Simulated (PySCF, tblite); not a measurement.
# C5H8OS: a rotation path, then NMR shifts on frames, part 2 of 2

tblite 0.8.0 and PySCF 2.14.0. Atoms count from 0. Earlier steps stand in the parts before.

## (5) Nuclear shieldings: image 6, PBE0/pcSseg-1

Job settings and geometry (Å):

```
{"job": {"kind": "nmr", "xc": "PBE0", "basis": "pcSseg-1", "pop": false}, "charge": 0, "multiplicity": 1}
C     -1.333600     1.590000    -0.597400
O     -0.727100     0.709900     0.312000
C      0.121700    -0.264400    -0.276100
C     -0.586300    -1.615400    -0.362200
C      1.365100    -0.380700     0.587200
C      2.475300     0.222100     0.301800
S      3.799600     0.931700    -0.112300
H     -1.964000     2.251600    -0.006300
H     -0.585500     2.185600    -1.135300
H     -1.954300     1.056300    -1.326800
H      0.421400     0.067300    -1.280400
H      0.090200    -2.372200    -0.749700
H     -0.930100    -1.908100     0.626600
H     -1.449200    -1.540900    -1.020200
H      1.252400    -0.924800     1.511700
```

With the program's defaults for keys left out, this is: GIAO PBE0/pcSseg-1 NMR shielding, non-relativistic, gas phase.

Output:

```text
coarse grid: 13104 points
cycle   1  E = -668.0600631045  dE =  9.048e-01  |g| = 5.934e-01  |ddm| = 3.565e+00
cycle   2  E = -667.9635498913  dE =  9.651e-02  |g| = 9.176e-01  |ddm| = 1.276e+00
cycle   3  E = -668.1286433051  dE = -1.651e-01  |g| = 1.171e-01  |ddm| = 8.894e-01
cycle   4  E = -668.1316446242  dE = -3.001e-03  |g| = 4.462e-02  |ddm| = 1.493e-01
cycle   5  E = -668.1320546490  dE = -4.100e-04  |g| = 1.801e-02  |ddm| = 4.467e-02
cycle   6  E = -668.1321250654  dE = -7.042e-05  |g| = 5.332e-03  |ddm| = 1.894e-02
cycle   7  E = -668.1321321979  dE = -7.133e-06  |g| = 2.031e-03  |ddm| = 6.944e-03
final grid: 121976 points
cycle   8  E = -668.1880383993  dE = -1.585e-06  |g| = 1.586e-02  |ddm| = 3.329e-02
cycle   9  E = -668.1878745161  dE =  1.639e-04  |g| = 2.919e-02  |ddm| = 3.783e-02
cycle  10  E = -668.1880945930  dE = -2.201e-04  |g| = 3.707e-03  |ddm| = 2.856e-02
cycle  11  E = -668.1880982685  dE = -3.676e-06  |g| = 4.758e-04  |ddm| = 3.510e-03
cycle  12  E = -668.1880983060  dE = -3.750e-08  |g| = 1.462e-04  |ddm| = 5.201e-04
cycle  13  E = -668.1880983107  dE = -4.779e-09  |g| = 3.216e-05  |ddm| = 1.678e-04
cycle  14  E = -668.1880983111  dE = -3.156e-10  |g| = 1.116e-05  |ddm| = 5.084e-05
converged SCF energy = -668.1880983111

GIAO shielding tensors (ppm)
atom      isotropic    diamagn.    paramagn.     s11        s22        s33       span
  0 C      126.508     244.586    -118.078     90.839    106.198    182.488     91.648
  1 O      282.622     399.041    -116.419    236.882    264.140    346.845    109.964
  2 C      103.915     243.303    -139.389     74.047     85.683    152.014     77.967
  3 C      162.685     248.105     -85.420    143.810    158.649    185.595     41.785
  4 C      113.988     258.272    -144.284     18.566    135.151    188.247    169.681
  5 C      -84.143     264.863    -349.006   -193.691    -53.698     -5.041    188.650
  6 S      142.014    1057.286    -915.272   -271.950     86.163    611.828    883.778
  7 H       27.923      28.863      -0.940     23.967     25.330     34.473     10.505
  8 H       28.286      30.034      -1.747     23.996     26.650     34.213     10.217
  9 H       28.243      29.948      -1.704     24.041     26.136     34.553     10.512
 10 H       27.765      32.974      -5.208     26.050     27.096     30.149      4.100
 11 H       30.647      29.731       0.917     26.400     28.731     36.811     10.412
 12 H       30.590      30.450       0.140     27.513     28.822     35.435      7.922
 13 H       30.066      30.316      -0.250     25.535     28.467     36.197     10.661
 14 H       26.869      30.155      -3.286     24.366     25.631     30.611      6.246
```

Run time: 34 s. Hardware: 1 thread of Arm Neoverse N1, shared host; peak memory 0.75 GiB.

In short: δ C5 271.1, C2 83.0, C4 72.9, C0 60.4, H14 4.85, H10 3.95 ppm.

## (6) Nuclear shieldings: image 7, PBE0/pcSseg-1

Job settings and geometry (Å):

```
{"job": {"kind": "nmr", "xc": "PBE0", "basis": "pcSseg-1", "pop": false}, "charge": 0, "multiplicity": 1}
C     -1.407900     1.526200    -0.598600
O     -0.624000     0.803700     0.314900
C      0.179300    -0.205900    -0.275300
C     -0.584100    -1.525100    -0.394400
C      1.399000    -0.389700     0.605500
C      2.543200     0.160200     0.346200
S      3.911700     0.802500    -0.029500
H     -1.987700     2.234300    -0.010100
H     -0.780500     2.072700    -1.314400
H     -2.092500     0.875100    -1.154500
H      0.509400     0.128800    -1.271300
H      0.067100    -2.302700    -0.783200
H     -0.955600    -1.818700     0.584400
H     -1.431700    -1.408900    -1.066000
H      1.249800    -0.944500     1.518800
```

Method: GIAO PBE0/pcSseg-1 NMR shielding, non-relativistic, gas phase.

Output:

```text
coarse grid: 13104 points
cycle   1  E = -668.0605209922  dE =  9.079e-01  |g| = 5.926e-01  |ddm| = 3.565e+00
cycle   2  E = -667.9725994767  dE =  8.792e-02  |g| = 8.975e-01  |ddm| = 1.274e+00
cycle   3  E = -668.1295064209  dE = -1.569e-01  |g| = 1.091e-01  |ddm| = 8.700e-01
cycle   4  E = -668.1320301945  dE = -2.524e-03  |g| = 4.303e-02  |ddm| = 1.377e-01
cycle   5  E = -668.1324177485  dE = -3.876e-04  |g| = 1.666e-02  |ddm| = 4.276e-02
cycle   6  E = -668.1324775664  dE = -5.982e-05  |g| = 5.086e-03  |ddm| = 1.782e-02
cycle   7  E = -668.1324840797  dE = -6.513e-06  |g| = 1.912e-03  |ddm| = 6.551e-03
final grid: 121976 points
cycle   8  E = -668.1884241337  dE = -1.783e-06  |g| = 1.588e-02  |ddm| = 3.333e-02
cycle   9  E = -668.1882634735  dE =  1.607e-04  |g| = 2.904e-02  |ddm| = 3.743e-02
cycle  10  E = -668.1884799513  dE = -2.165e-04  |g| = 3.762e-03  |ddm| = 2.829e-02
cycle  11  E = -668.1884837481  dE = -3.797e-06  |g| = 4.765e-04  |ddm| = 3.574e-03
cycle  12  E = -668.1884837859  dE = -3.778e-08  |g| = 1.468e-04  |ddm| = 5.246e-04
cycle  13  E = -668.1884837907  dE = -4.825e-09  |g| = 3.130e-05  |ddm| = 1.681e-04
cycle  14  E = -668.1884837910  dE = -3.040e-10  |g| = 8.372e-06  |ddm| = 4.863e-05
converged SCF energy = -668.1884837910

GIAO shielding tensors (ppm)
atom      isotropic    diamagn.    paramagn.     s11        s22        s33       span
  0 C      127.562     244.544    -116.981     91.721    107.979    182.986     91.265
  1 O      279.468     398.811    -119.343    237.548    264.792    336.062     98.514
  2 C      104.895     243.014    -138.119     75.167     87.664    151.854     76.687
  3 C      164.432     248.683     -84.251    146.232    160.526    186.539     40.308
  4 C      113.393     257.968    -144.575     18.349    135.215    186.616    168.267
  5 C      -83.747     264.613    -348.360   -194.060    -55.238     -1.943    192.117
  6 S      141.865    1057.214    -915.350   -266.585     82.137    610.042    876.627
  7 H       27.884      28.831      -0.947     23.882     25.367     34.402     10.520
  8 H       28.399      29.843      -1.444     24.233     26.514     34.450     10.216
  9 H       28.235      30.091      -1.856     23.961     26.378     34.367     10.406
 10 H       27.717      32.771      -5.054     26.045     26.685     30.420      4.376
 11 H       30.656      29.873       0.784     26.454     28.776     36.739     10.285
 12 H       30.746      30.597       0.149     27.630     28.794     35.815      8.185
 13 H       29.915      30.601      -0.686     25.060     28.753     35.932     10.872
 14 H       26.814      30.037      -3.223     24.312     25.519     30.612      6.300
```

It took 34 s on 1 thread of Arm Neoverse N1, shared host; peak memory 0.77 GiB.

This run: δ C5 270.7, C2 82.0, C4 73.5, C0 59.4, H14 4.90, H10 4.00 ppm.

## (7) NMR shieldings: image 8, PBE0/pcSseg-1

Job settings and geometry (Å):

```
{"job": {"kind": "nmr", "xc": "PBE0", "basis": "pcSseg-1", "pop": false}, "charge": 0, "multiplicity": 1}
C     -1.538700     1.482000    -0.568300
O     -0.672200     0.834700     0.326400
C      0.198200    -0.111700    -0.264800
C     -0.474400    -1.471600    -0.473000
C      1.371500    -0.266100     0.680300
C      2.599000    -0.017700     0.352100
S      4.068300     0.246000    -0.094900
H     -2.055500     2.245700     0.010000
H     -0.983100     1.958200    -1.385700
H     -2.277200     0.794300    -0.996200
H      0.561400     0.271500    -1.232200
H      0.241700    -2.179200    -0.882000
H     -0.846600    -1.847000     0.476900
H     -1.309000    -1.380200    -1.164400
H      1.112200    -0.551000     1.688200
```

Method: GIAO PBE0/pcSseg-1 NMR shielding, non-relativistic, gas phase.

Output:

```text
coarse grid: 13104 points
cycle   1  E = -668.0624409867  dE =  9.080e-01  |g| = 5.862e-01  |ddm| = 3.553e+00
cycle   2  E = -667.9784681595  dE =  8.397e-02  |g| = 8.826e-01  |ddm| = 1.223e+00
cycle   3  E = -668.1297075822  dE = -1.512e-01  |g| = 1.108e-01  |ddm| = 8.367e-01
cycle   4  E = -668.1323284146  dE = -2.621e-03  |g| = 4.211e-02  |ddm| = 1.400e-01
cycle   5  E = -668.1326986239  dE = -3.702e-04  |g| = 1.616e-02  |ddm| = 4.181e-02
cycle   6  E = -668.1327545619  dE = -5.594e-05  |g| = 5.060e-03  |ddm| = 1.765e-02
cycle   7  E = -668.1327609627  dE = -6.401e-06  |g| = 1.844e-03  |ddm| = 6.420e-03
final grid: 121976 points
cycle   8  E = -668.1891475884  dE = -3.320e-06  |g| = 1.559e-02  |ddm| = 2.911e-02
cycle   9  E = -668.1889917542  dE =  1.558e-04  |g| = 2.852e-02  |ddm| = 3.723e-02
cycle  10  E = -668.1892018797  dE = -2.101e-04  |g| = 3.649e-03  |ddm| = 2.814e-02
cycle  11  E = -668.1892054403  dE = -3.561e-06  |g| = 4.689e-04  |ddm| = 3.419e-03
cycle  12  E = -668.1892054764  dE = -3.618e-08  |g| = 1.470e-04  |ddm| = 5.087e-04
cycle  13  E = -668.1892054812  dE = -4.796e-09  |g| = 3.086e-05  |ddm| = 1.656e-04
cycle  14  E = -668.1892054815  dE = -2.890e-10  |g| = 8.191e-06  |ddm| = 4.692e-05
converged SCF energy = -668.1892054815

GIAO shielding tensors (ppm)
atom      isotropic    diamagn.    paramagn.     s11        s22        s33       span
  0 C      127.731     244.268    -116.538     91.368    108.513    183.311     91.944
  1 O      281.234     398.399    -117.165    242.321    260.499    340.881     98.560
  2 C      105.366     242.347    -136.981     77.358     82.755    155.984     78.626
  3 C      163.617     249.282     -85.664    145.896    159.377    185.579     39.683
  4 C      112.596     257.612    -145.016     17.846    135.516    184.427    166.582
  5 C      -83.738     264.963    -348.702   -192.384    -49.082     -9.748    182.636
  6 S      128.964    1057.110    -928.146   -313.702     80.723    619.872    933.574
  7 H       27.797      28.596      -0.799     23.752     25.325     34.312     10.560
  8 H       28.516      29.617      -1.101     24.650     26.383     34.516      9.866
  9 H       28.113      29.854      -1.741     23.814     26.251     34.275     10.460
 10 H       27.706      32.529      -4.823     25.984     26.904     30.230      4.246
 11 H       30.579      30.153       0.426     26.509     28.814     36.415      9.905
 12 H       30.711      30.733      -0.022     27.719     28.651     35.764      8.045
 13 H       29.817      30.837      -1.020     24.860     28.813     35.777     10.917
 14 H       26.726      30.077      -3.351     24.785     25.021     30.373      5.587
```

It took 33 s on 1 thread of Arm Neoverse N1, shared host; peak memory 0.75 GiB.

Key values: δ C5 270.7, C2 81.6, C4 74.3, C0 59.2, H14 4.99, H10 4.01 ppm.

## (8) Run by run: NMR shifts

Shifts (ppm) of some atoms, chosen among heavy atoms and hydrogens apart, with basis size and wall time:

| frame | C5 | C4 | C3 | H14 | H9 | O1 | S6 | functions | time |
| --- | --- | --- | --- | --- | --- | --- | --- | --- | --- |
| image 0 | 265.9 | 68.4 | 26.4 | 4.34 | 2.99 | 64.2 | 341 | 166 | 34 s |
| image 3 | 269.7 | 70.9 | 26.7 | 4.67 | 3.43 | 55.6 | 354 | 166 | 34 s |
| image 6 | 271.1 | 72.9 | 24.2 | 4.85 | 3.47 | 53.5 | 362 | 166 | 34 s |
| image 7 | 270.7 | 73.5 | 22.5 | 4.90 | 3.48 | 56.6 | 362 | 166 | 34 s |
| image 8 | 270.7 | 74.3 | 23.3 | 4.99 | 3.60 | 54.8 | 375 | 166 | 33 s |

## (9) Outcome

What follows sums up all 2 parts.

```
                                       quantity                                               value
                                        barrier                  0.104 eV (2.4 kcal/mol) at image 6
                          end to end (GFN2-xTB)                                            0.086 eV
¹³C shifts against TMS (PBE0/pcSseg-1, image 0)                   265.9, 83.0, 68.4, 58.3, 26.4 ppm
 ¹H shifts against TMS (PBE0/pcSseg-1, image 0)  4.34, 4.13, 3.75, 3.69, 2.99, 1.60, 1.27, 1.25 ppm
¹⁷O shifts against H2O (PBE0/pcSseg-1, image 0)                                            64.2 ppm
³³S shifts against CS2 (PBE0/pcSseg-1, image 0)                                             341 ppm
                       range of the shift of S6                                      341 to 375 ppm
```

Along the band the dihedral turns by 83°, and the top (dihedral 138°) lies 2.4 kcal/mol above the start (GFN2-xTB, rough), so at room temperature this motion is fast. The top was not checked by a frequency run. Shifts at one fixed geometry are not the observed spectrum, which averages over the motion. In the first frame run (image 0): The widest tensor belongs to S6: span 843 ppm, with a paramagnetic part of -895 ppm. In ppm, S6 moves most: its shift spreads over 34 ppm, from 341 (image 0) to 375 (image 8).
